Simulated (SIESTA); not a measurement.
The system is NiMoIrPdW.

```
Ni Mo Pd Ir W
1.0
     4.11705    0.00000    0.00000
    -2.05853    3.56547    0.00000
     0.00000    0.00000    5.44580
Ni Mo Pd Ir W
1 1 1 1 1
Direct
  0.00000 0.00000 0.95775
  0.66667 0.33333 0.96161
  0.66667 0.33333 0.46295
  0.33333 0.66667 0.72572
  0.33333 0.66667 0.23642
```

The cell was built by a generator and needn't be a form met in nature.

Base run:

| Property | Result |
| --- | --- |
| Program | SIESTA 5.4.2 |
| Functional | PBE |
| Potentials or basis | PseudoDojo 0.4 standard (PBE files) |
| Basis | DZP (energy shift 0.003 Ry; two zetas on semicore shells) |
| Grid cutoff | 800 Ry |
| Energy shift | 0.003 Ry |
| k mesh | 8 × 8 × 5 |
| Occupations | fermi-dirac, width 0.05 eV |
| Spin | collinear spin, ferromagnetic start |
| Starting moments | [1.0, 1.0, 0.0, 0.6, 0.0] μB |

Its results: band gap on the k mesh none (metal or under the smearing width); pressure 2.7 GPa; net moment 0.00 μB per cell; largest force 0.133 eV/Å.

Q: After a change of settings the same cell gave: band gap on the k mesh none (metal or under the smearing width); pressure 0.6 GPa; net moment 0.00 μB per cell; largest force 0.203 eV/Å. Which change was it?
A. functional from PBE to LDA; potentials or basis from PseudoDojo 0.4 standard (PBE files) to PseudoDojo 0.4 standard (LDA files)
B. functional from PBE to BLYP
C. functional from PBE to RPBE
D. hubbard terms from none to Ir d U = 2 eV, Mo d U = 2 eV, Ni d U = 2 eV, Pd d U = 2 eV, W d U = 2 eV

A: D.

Caveats: short orbitals over semicore shells can move pressures by several GPa; the valence orbitals were made in a potential fitted to the semicore shell under them, which widens gaps by tenths of an eV or more; the basis of atomic orbitals isn't converged, which shifts pressures, moduli and gaps; the U is typed as a test and isn't derived for this compound (some runs).

Not every run made on this cell is shown here.
